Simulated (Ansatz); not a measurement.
# C4H12ClNSi: vertical ionisation energy

One table from this session's results is given with a row withheld; the runs are named, their logs left out.

Computed with Ansatz 0.2.0, Gaussian basis. Level: unrestricted cation, the program's frozen cores in correlated methods.

Plan: UKS PBE-D4/def2-TZVPP; UKS r2SCAN-D4/def2-TZVPP; UKS PBE0-D4/def2-TZVPP; UKS B3LYP-D4/def2-TZVPP; UKS wB97X-V/def2-TZVPP; UKS wB97M-V/def2-TZVPP; UKS B2PLYP/def2-TZVPP; UHF-CCSD(T)/def2-TZVPP; UHF-MP2/def2-QZVPP; extrapolation to the limit; then −ε(HOMO) from the neutral's earlier runs with LDA (SPW92), PBE-D4, revPBE-D4, BLYP-D4, r2SCAN-D4, B97M-V, PBE0-D4, B3LYP-D4, r2SCANh-D4, r2SCAN0-D4, HSE06-D4, BHLYP-D4, CAM-B3LYP-D4, LC-ωPBE, ωB97X-V, ωB97M-V.

**Structure used throughout**

The geometry comes from an earlier relaxation with PBE0-D4 in a triple-zeta def2 set; it is a stationary point, not always the lowest conformer.

SMILES `CC(C)N(C)[SiH2]Cl`, 19 atoms, charge 0, spin multiplicity 1.

Atoms are counted from 1 here; the program's logs count them from 0.

Bond lengths: C1–C2 1.522 Å, C1–H8 1.092 Å, C1–H9 1.092 Å, C1–H10 1.093 Å, C2–C3 1.524 Å, C2–N4 1.464 Å, C2–H11 1.097 Å, C3–H12 1.093 Å, C3–H13 1.092 Å, C3–H14 1.092 Å, N4–C5 1.448 Å, N4–Si6 1.697 Å, C5–H15 1.096 Å, C5–H16 1.094 Å, C5–H17 1.092 Å, Si6–Cl7 2.080 Å, Si6–H18 1.480 Å, Si6–H19 1.480 Å. Angles: C2–C1–H8 110.8°, C2–C1–H9 110.2°, C2–C1–H10 111.6°, H8–C1–H9 108.5°, H8–C1–H10 108.4°, H9–C1–H10 107.3°, C1–C2–C3 111.5°, C1–C2–N4 111.7°, C1–C2–H11 107.3°, C3–C2–N4 112.8°, C3–C2–H11 107.5°, N4–C2–H11 105.7°, C2–C3–H12 111.4°, C2–C3–H13 110.3°, C2–C3–H14 110.9°, H12–C3–H13 107.4°, H12–C3–H14 108.3°, H13–C3–H14 108.4° and more.

Set-up of the first run:

in.yaml reads:

```yaml
crystal:
  periodic: [false, false, false]
  atoms:
    - {symbol: C, position_ang: [0.246614, 1.768983, -0.876941]}
    - {symbol: C, position_ang: [0.643496, 0.426477, -0.279666]}
    - {symbol: C, position_ang: [1.044837, -0.568939, -1.361240]}
    - {symbol: N, position_ang: [-0.392254, -0.094695, 0.613674]}
    - {symbol: C, position_ang: [-1.663885, -0.443563, 0.015650]}
    - {symbol: Si, position_ang: [0.032438, -0.700559, 2.140709]}
    - {symbol: Cl, position_ang: [0.785174, -2.639368, 2.130468]}
    - {symbol: H, position_ang: [-0.039990, 2.472420, -0.092907]}
    - {symbol: H, position_ang: [1.083140, 2.194861, -1.435393]}
    - {symbol: H, position_ang: [-0.590125, 1.668323, -1.572673]}
    - {symbol: H, position_ang: [1.522653, 0.598881, 0.352985]}
    - {symbol: H, position_ang: [0.226051, -0.745776, -2.063368]}
    - {symbol: H, position_ang: [1.890310, -0.183935, -1.935925]}
    - {symbol: H, position_ang: [1.333599, -1.526214, -0.922709]}
    - {symbol: H, position_ang: [-1.585910, -1.264495, -0.706840]}
    - {symbol: H, position_ang: [-2.112360, 0.415706, -0.491729]}
    - {symbol: H, position_ang: [-2.360722, -0.758293, 0.795250]}
    - {symbol: H, position_ang: [1.116559, 0.134629, 2.702911]}
    - {symbol: H, position_ang: [-1.179616, -0.754442, 2.987744]}
basis:
  gaussian: {orbitals: def2-TZVPP}
total_charge: 1
magnetization: {spin_polarized: true, initial_magnetization: 1}
hamiltonian: {xc: pbe, dispersion: d4}
```

Steps of the session up to this table: Cation, UKS PBE-D4/def2-TZVPP; Cation, UKS r2SCAN-D4/def2-TZVPP; Cation, UKS PBE0-D4/def2-TZVPP; Cation, UKS B3LYP-D4/def2-TZVPP; Cation, UKS wB97X-V/def2-TZVPP; Cation, UKS wB97M-V/def2-TZVPP; Cation, UKS B2PLYP (frozen core)/def2-TZVPP; Cation, UHF-CCSD(T)/def2-TZVPP; Cation, UHF-MP2/def2-QZVPP.

One table of the session follows, with a row left open; its other results are not shown here.

For comparison, −ε(HOMO) of the neutral from earlier runs:

```
  functional  −ε(HOMO) (eV)
 LDA (SPW92)           5.65
      PBE-D4           5.51
   revPBE-D4           5.45
     BLYP-D4           5.38
   r2SCAN-D4              ?
      B97M-V           5.91
     PBE0-D4           6.80
    B3LYP-D4           6.58
  r2SCANh-D4           6.23
  r2SCAN0-D4           6.97
    HSE06-D4           6.41
    BHLYP-D4           8.04
CAM-B3LYP-D4           8.16
     LC-ωPBE           9.50
     ωB97X-V           9.17
     ωB97M-V           9.10
```

Estimate the missing values for r2SCAN-D4.

Worked estimate for «−ε(HOMO) (eV)». Against the share of exact exchange, r2SCANh-D4 (0.1, 6.23), r2SCAN0-D4 (0.25, 6.97) give a slope of 4.93 per unit share; at 0 the line stands at 5.74.

**Answer.** −ε(HOMO) (eV): 5.74. In «−ε(HOMO) (eV)» the line misses by 0.00.
